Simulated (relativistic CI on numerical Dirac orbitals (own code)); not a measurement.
# Hg LV (Hg⁵⁴⁺): levels and lines

Aim: the low levels of Hg⁵⁴⁺, their labels and the strongest lines; runs with one setting changed show what the result hangs on.

Method: Dirac-Coulomb-Breit CI, KLI orbitals optimised for each configuration, model QED (radiative potential, 1s self-energy scaled to tabulated hydrogen-like ionisation energies). Code: relativistic CI on numerical Dirac orbitals (own code) version 2.

### Step 1. Starting point

| Quantity | Value |
| --- | --- |
| ion | Hg⁵⁴⁺ (Hg LV) |
| nuclear charge | 80 |
| electrons | 26 |
| isotope | A = 202 |
| first configuration typed | [Ar] 3d8 |

The outer shells:

first configuration typed
```
[Ar] core
3d [↑↓][↑↓][↑↓][↑ ][↑ ]
```

### Step 2. The main run

Settings, as recorded:

```ini
atom Hg  Z=80  charge=54  electrons=26
nucleus A=202  rms_radius_fm=5.4648
hamiltonian dirac-coulomb  breit=on  qed=on  c_scale=1
orbitals kli  potential=per-configuration
slater_scale 1
correlation none
mixing on
configurations
  [Ar] 3d8
  [Ne] 3s2 3p5 3d9
  [Ne] 3s2 3p4 3d10
  [Ne] 3s 3p6 3d9
  [Ne] 3p6 3d10
  [Ne] 3s 3p5 3d10
  [Ar] 3d7 4s
  [Ar] 3d7 4p
  [Ne] 3s2 3p4 3d9 4s
  [Ar] 3d7 4d
  [Ne] 3s2 3p4 3d9 4p
  [Ne] 3s2 3p5 3d8 4s
  [Ar] 3d7 4f
  [Ne] 3s2 3p4 3d9 4d
  [Ne] 3s 3p5 3d9 4s
  [Ne] 3s2 3p5 3d8 4p
end
```

### Step 3. Correlation estimate p86

Changes to the settings of step 2:

```diff
@@ -5,3 +5,3 @@
 slater_scale 1
-correlation none
+correlation p86
 mixing on
```

### Step 4. Without QED terms

Changes to the settings of step 3:

```diff
@@ -2,6 +2,6 @@
 nucleus A=202  rms_radius_fm=5.4648
-hamiltonian dirac-coulomb  breit=on  qed=on  c_scale=1
+hamiltonian dirac-coulomb  breit=on  qed=off  c_scale=1
 orbitals kli  potential=per-configuration
 slater_scale 1
-correlation p86
+correlation none
 mixing on
```

### Step 5. Non-relativistic limit (c × 1000)

Changes to the settings of step 4:

```diff
@@ -2,3 +2,3 @@
 nucleus A=202  rms_radius_fm=5.4648
-hamiltonian dirac-coulomb  breit=on  qed=off  c_scale=1
+hamiltonian dirac-coulomb  breit=off  qed=off  c_scale=1000
 orbitals kli  potential=per-configuration
```

(Steps that only read results are left out.)

What does the calculation give? Wanted: lowest level; first excitation; lowest level of the other parity; fastest E1 line; ionisation energy.

As calculated:

| run | time | mean size of shift, levels followed (cm⁻¹) | lowest level | ionisation energy (eV) |
| --- | --- | --- | --- | --- |
| main run | 2.4 s | 0 | 3d8 3F4 | 5335.2 |
| correlation estimate p86 | 2.4 s | 859 | 3d8 3F4 | 5337.4 |
| without QED terms | 1.5 s | 3708 | 3d8 3F4 | 5335.1 |
| non-relativistic limit (c × 1000) | 1.2 s | 808703 | 3d8 3F4 | - |

The tabulated theoretical ionisation energy (NIST) is 5335 eV.

| quantity | value |
| --- | --- |
| lowest level | 3d8 3F4 |
| first excitation | 3d8 [3d5/2^4] J=2, 81024 cm⁻¹ |
| lowest level of the other parity | 3p5 3d9 3F°4, 499.32 eV |
| levels in the model | 1397 |
| fastest E1 line (by rate) to the lowest level among the lowest 200 of 1397 levels | 0.4937 nm, from 3p5 3d8 4s [3p3/2^3 3d5/2^4 4s] J=5° |
| ionisation energy | 5335.2 eV |
| ionisation energy, tabulated theoretical (NIST) | 5335 eV |

**Reading.** 3d8 3F4 comes out lowest; its LS label holds 86 % and its jj label 99 %; over the low levels the means are 72 and 99 %, so jj coupling describes them better. The ionisation energy agrees with the tabulated theoretical value within its uncertainty of 5 eV. Of the changes tried, the run «non-relativistic limit (c × 1000)» moves the low levels most, by 808703 cm⁻¹ on average. Lifetimes count radiative decay inside the model alone.
